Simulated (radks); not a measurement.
**The series with 7 electrons, N to Mo³⁵⁺**

What does a rising nuclear charge do to the levels of a fixed set of electrons? The series is run ion by ion, each ion in its NIST ground configuration.

Program: radks (a radial shooting solver on a logarithmic mesh, Libxc functionals) version 1. Level of theory: scalar-relativistic Kohn-Sham, PBE, spin-polarised, spherical densities, finite nucleus; open shells are filled with parallel spins first. These are calculated values, not measurements, unless marked.

## Step 1: The system

| Item | Value |
| --- | --- |
| electrons | 7 |
| ions | N, Mg⁵⁺, Cl¹⁰⁺, Ti¹⁵⁺, Co²⁰⁺, Ge²⁵⁺, Rb³⁰⁺, Mo³⁵⁺ |
| configuration | NIST ground configuration of each |

## Step 2: N, [He] 2s2 2p3

Settings of this run:

```text
Z 7
configuration [He] 2s2 2p3
relativity scalar-relativistic
functional pbe,pbe
spin polarised
nucleus finite rms 2.5582 fm
c 137.035999084
```

## Step 3: Mg⁵⁺, [He] 2s2 2p3

Settings of this run:

```text
Z 12
configuration [He] 2s2 2p3 3s0 3p0 3d0
relativity scalar-relativistic
functional pbe,pbe
spin polarised
nucleus finite rms 3.057 fm
c 137.035999084
```

## Step 4: Cl¹⁰⁺, [He] 2s2 2p3

Settings of this run:

```text
Z 17
configuration [He] 2s2 2p3 3s0 3p0 3d0
relativity scalar-relativistic
functional pbe,pbe
spin polarised
nucleus finite rms 3.3654 fm
c 137.035999084
```

## Step 5: Ti¹⁵⁺, [He] 2s2 2p3

Settings of this run:

```text
Z 22
configuration [He] 2s2 2p3 3s0 3p0 3d0
relativity scalar-relativistic
functional pbe,pbe
spin polarised
nucleus finite rms 3.5921 fm
c 137.035999084
```

## Step 6: Co²⁰⁺, [He] 2s2 2p3

Settings of this run:

```text
Z 27
configuration [He] 2s2 2p3 3s0 3p0 3d0
relativity scalar-relativistic
functional pbe,pbe
spin polarised
nucleus finite rms 3.7875 fm
c 137.035999084
```

## Step 7: Ge²⁵⁺, [He] 2s2 2p3

Settings of this run:

```text
Z 32
configuration [He] 2s2 2p3 3s0 3p0 3d0
relativity scalar-relativistic
functional pbe,pbe
spin polarised
nucleus finite rms 4.0742 fm
c 137.035999084
```

## Step 8: Rb³⁰⁺, [He] 2s2 2p3

Settings of this run:

```text
Z 37
configuration [He] 2s2 2p3 3s0 3p0 3d0
relativity scalar-relativistic
functional pbe,pbe
spin polarised
nucleus finite rms 4.2036 fm
c 137.035999084
```

## Step 9: Mo³⁵⁺, [He] 2s2 2p3

Settings of this run:

```text
Z 42
configuration [He] 2s2 2p3 3s0 3p0 3d0
relativity scalar-relativistic
functional pbe,pbe
spin polarised
nucleus finite rms 4.4091 fm
c 137.035999084
```

**Question.** What will these runs give? Wanted: for each run, ion; E; ε(1s down); ε(2s up); ε(2s down); ε(2p up); ε(2p down, empty); <r>(2p up).

The runs gave:

| ion | E (hartree) | ε(1s down) (eV) | ε(2s up) (eV) | ε(2s down) (eV) | ε(2p up) (eV) | ε(2p down, empty) (eV) | <r>(2p up) (bohr) |
| --- | --- | --- | --- | --- | --- | --- | --- |
| N | -54.56778 | -382.66 | -19.877 | -15.304 | -8.299 | -4.129 | 1.435 |
| Mg⁵⁺ | -187.26815 | -1402.0 | -198.85 | -188.00 | -168.81 | -156.97 | 0.5694 |
| Cl¹⁰⁺ | -402.09996 | -3110.8 | -551.19 | -534.28 | -501.62 | -482.24 | 0.3605 |
| Ti¹⁵⁺ | -699.84780 | -5514.6 | -1077.6 | -1054.7 | -1006.2 | -979.25 | 0.2639 |
| Co²⁰⁺ | -1081.68946 | -8623.2 | -1781.0 | -1752.0 | -1683.4 | -1649.0 | 0.2080 |
| Ge²⁵⁺ | -1549.17044 | -12450.4 | -2665.4 | -2630.2 | -2535.0 | -2492.9 | 0.1714 |
| Rb³⁰⁺ | -2104.23118 | -17013.1 | -3735.9 | -3694.3 | -3562.8 | -3513.1 | 0.1456 |
| Mo³⁵⁺ | -2749.24127 | -22333 | -4998.8 | -4950.9 | -4769.3 | -4711.9 | 0.1264 |

In words: Between N and Mo³⁵⁺, 2p up binds 575 times more strongly and its mean radius falls by a factor 11.4. The order of these tabulated levels, which need not hold every outer shell, does not change along the series.
